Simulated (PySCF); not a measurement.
# C7H9N: the cost of one run

The runs use PySCF 2.14.0, with density-fitted response routines of our own; the level of theory stands in each step. All values are computed, except where a source is named. Atoms are numbered from 0 throughout.

### 1 Starting geometry

17 atoms, charge 0, multiplicity 1; geometry from: GFN2-xTB. The atoms were then displaced at random by about 0.01 Å, so the start is not that level's minimum.

Bonds of the start (Å): C0–C1 1.55, C1–C2 1.51, C2–C3 1.37, C3–C4 1.42, C4–N5 1.32, N5–C6 1.33, C6–C7 1.39, C7–C2 1.37, C0–H8 1.06, C0–H9 1.11, C0–H10 1.09, C1–H11 1.09, C1–H12 1.08, C3–H13 1.05, C4–H14 1.08, C6–H15 1.08, C7–H16 1.07.

### 2 Optimising the geometry at PBE0-D3(BJ)/def2-TZVP

What the job is given:

```
{"job": {"xc": "PBE0", "basis": "def2-TZVP", "d3": "d3bj", "grid": 2, "shake": 0.01, "kind": "geom"}, "charge": 0, "multiplicity": 1}
C      2.266330    -0.115010     0.579950
C      1.385050    -0.295830    -0.679190
C     -0.077970    -0.077720    -0.362480
C     -0.602350     1.188430    -0.444940
C     -1.970910     1.332910    -0.106710
N     -2.736700     0.349670     0.318040
C     -2.175480    -0.856990     0.410860
C     -0.847970    -1.112640     0.084970
H      3.295300    -0.241180     0.365540
H      2.118150     0.917850     0.971110
H      1.942450    -0.794850     1.361340
H      1.712480     0.415510    -1.441160
H      1.510670    -1.294230    -1.065590
H     -0.071750     2.035580    -0.769640
H     -2.456150     2.295660    -0.155220
H     -2.843090    -1.628130     0.764850
H     -0.464570    -2.107200     0.178450
```

The run is started by

```bash
> OMP_NUM_THREADS=2 python probes_run.py task.json out
```

The driver reads the jobs from task.json and runs them one after another.

**Question.** How long does this first job take on 2 threads of AMD EPYC, shared host, and how much memory does it need?

About 12 min, with a peak of 1.9 GiB.
